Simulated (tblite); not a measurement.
# C6H11F3: the cost of one run

Computed with tblite 0.8.0 and PySCF 2.14.0, with density-fitted response routines of our own, on a single molecule, in the gas phase or a continuum. Atoms count from 0, in the outputs and in this text.

## (1) Starting geometry

20 atoms, charge 0, multiplicity 1; geometry from: force field or distance geometry start.

Bonds of the start (Å): C0–C1 1.50, C1–C2 1.51, C2–F3 1.38, C1–C4 1.50, C4–C5 1.51, C4–C6 1.51, C6–F7 1.39, C6–F8 1.36, C0–H9 1.12, C0–H10 1.12, C0–H11 1.09, C1–H12 1.14, C2–H13 1.11, C2–H14 1.10, C4–H15 1.13, C5–H16 1.12, C5–H17 1.11, C5–H18 1.10, C6–H19 1.10.

## (2) Relaxing the molecule with GFN2-xTB

The job: settings as JSON, then the geometry in Å.

```
{"job": {"kind": "relax", "xc": "GFN2-xTB", "basis": "xTB"}, "charge": 0, "multiplicity": 1}
C      1.241400    -0.812800    -0.862400
C      0.665500    -0.237100     0.395200
C      1.559000     0.896000     0.840000
F      1.077700     1.471400     1.994100
C     -0.791900     0.111200     0.330700
C     -1.101000     1.140200    -0.735100
C     -1.681800    -1.100900     0.242400
F     -1.457500    -1.845600     1.397000
F     -1.407800    -1.913200    -0.817100
H      2.339100    -0.621400    -0.929900
H      0.768300    -0.310400    -1.748000
H      1.099300    -1.896300    -0.926500
H      0.742600    -1.051800     1.183500
H      1.670800     1.692100     0.070800
H      2.541600     0.448500     1.060000
H     -1.022600     0.626100     1.315200
H     -0.186700     1.726900    -0.993900
H     -1.454100     0.657400    -1.666700
H     -1.861400     1.839900    -0.357100
H     -2.745600    -0.809300     0.204700
```

Command:

```
OMP_NUM_THREADS=1 python probes_run.py task.json out
```

This one command runs all jobs of the session in turn.

Q: Estimate the wall time and peak memory of this first job on 1 thread of Arm Neoverse N1, shared host.

About 1.1 s, with a peak of 0.18 GiB.
